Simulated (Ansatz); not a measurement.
# CMo: the cost of one run

Program: Ansatz 0.2.0, Gaussian basis. Level of theory: def2-QZVPP, core rule «outside noble gas», up to 5 orbitals frozen. These are calculated values, not measurements.

To be run: UHF; ROHF; CCSD(T) on UHF.

2 further runs of the same task are left out: 2 set aside as unsound or not needed.

**1. The geometry**

The geometry is a PBE0/def2-TZVP stationary point (not a proven minimum) of the parent state, kept for this charge and spin. No spin-orbit coupling is included. Elements past krypton take def2 core potentials.

2 atoms, charge 0, spin multiplicity 3.

Atoms are counted from 1 here; the program's logs count them from 0.

Bond lengths: Mo1–C2 1.636 Å.

**2. UHF**

in.yaml

```yaml
crystal:
  periodic: [false, false, false]
  atoms:
    - {symbol: Mo, position_ang: [0.000000, 0.000000, 0.000000]}
    - {symbol: C, position_ang: [0.000000, 0.000000, 1.636200]}
basis:
  gaussian: {orbitals: "def2-QZVPP.json"}
magnetization: {spin_polarized: true, initial_magnetization: 2}
hamiltonian: {xc: hf}
output: {orbitals: {seedname: orbitals}}
```

Run with:

```
$ ansatz run in.yaml --threads 1 --pin off --events-out ev --progress --plain --max-ram 4096MiB --backend cpu
```

Q: Estimate wall time and peak memory on 1 thread of AMD EPYC 7R13, shared host.

About 18 s, with a peak of 0.3 GiB.
